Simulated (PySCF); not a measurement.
# A diatomic session: BeH+

Aim: find the lowest electronic state of BeH+, scan its bond at several levels of theory, and get bond length, wavenumber and dissociation energy from each curve.

Computed with PySCF 2.14.0. Level: Be def2-SVPD, H def2-SVPD, no relativity.

## (1) Set-up

Settings of the job:

| Property | Result |
| --- | --- |
| atoms | Be, H |
| charge | 1 |
| basis | Be def2-SVPD, H def2-SVPD |
| Hamiltonian | no relativity |
| basis functions | 20 |
| electrons treated | 4 |
| masses in u | 9.0122, 1.0078 |
| levels | PBE0, PBE, r²SCAN, B2PLYP, BP86, r²SCAN0, CAM-B3LYP, HF, MP2, SCS-MP2, CCSD, CCSD(T) |
| grid | 80 radial by 434 angular points |
| occupations | held fixed by the projection of orbital angular momentum |
| dissociation limit | Be+ + H, each in its ground configuration |
| starting distance in angstrom | 1.380 |
| values of 2S to try | 0, 2 |

The run is started by

```bash
$ OMP_NUM_THREADS=1 python dia.py task.json out
```

Further steps of the session: PBE0 along the bond; Excited determinants; PBE (GGA); r²SCAN (meta-GGA); B2PLYP (double hybrid); BP86; r²SCAN0; CAM-B3LYP (range-separated hybrid); RHF (mean field); MP2 and coupled cluster.

Q: Predict the outcome of this session. Wanted: for each run, Re; ωe; De; μ.

The runs gave:

Lowest PBE0 solution found, without spin–orbit coupling: ¹Σ⁺ (singlet), closed shell. The other levels ran on it alone.

```tsv
level	Re (Å)	ωe (cm⁻¹)	De (eV)	μ (D)
RHF	1.310	2323	2.07	-3.28
RHF-MP2	1.311	2280	2.71	n/a
RHF-SCS-MP2	1.311	2271	2.83	n/a
RHF-CCSD	1.317	2205	2.94	n/a
RHF-CCSD(T)	1.317	2205	2.94	n/a
PBE	1.333	2136	2.98	-2.87
BP86	1.330	2156	3.17	-2.94
r²SCAN	1.319	2230	2.99	-3.13
PBE0	1.323	2205	2.95	-3.00
r²SCAN0	1.314	2265	2.99	-3.16
CAM-B3LYP	1.316	2237	3.14	-2.97
B2PLYP	1.314	2243	3.02	-3.09
```

De is counted to Be+ + H in their ground configurations. A positive dipole points from Be to H; in an ion it is taken about the centre of mass and does not tell which atom is negative.

Differences from CCSD(T) in the same basis:

```tsv
level	Re (mÅ)	ωe (%)
RHF	-8	+5.3
RHF-MP2	-7	+3.4
RHF-SCS-MP2	-6	+3.0
RHF-CCSD	0	0.0
PBE	+15	-3.1
BP86	+12	-2.2
r²SCAN	+1	+1.1
PBE0	+5	0.0
r²SCAN0	-4	+2.7
CAM-B3LYP	-1	+1.5
B2PLYP	-3	+1.7
```

In words: Against CCSD(T) in the same basis, the bond length is nearest at RHF-CCSD (0 mÅ) and farthest at PBE (+15 mÅ); the wavenumber is nearest at RHF-CCSD and PBE0 (0.0 %) and farthest at RHF (+5.3 %). Hartree–Fock falls on the short and stiff side, its usual fault. PBE has the long and soft bond that GGAs tend to give. CCSD(T) in a basis this small is itself some way from its limit, more so than the functionals. Of the levels with a De here, RHF gives the least (2.07 eV) and BP86 the most (3.17 eV).

B2PLYP dipoles, levels and charges come from its SCF part alone.
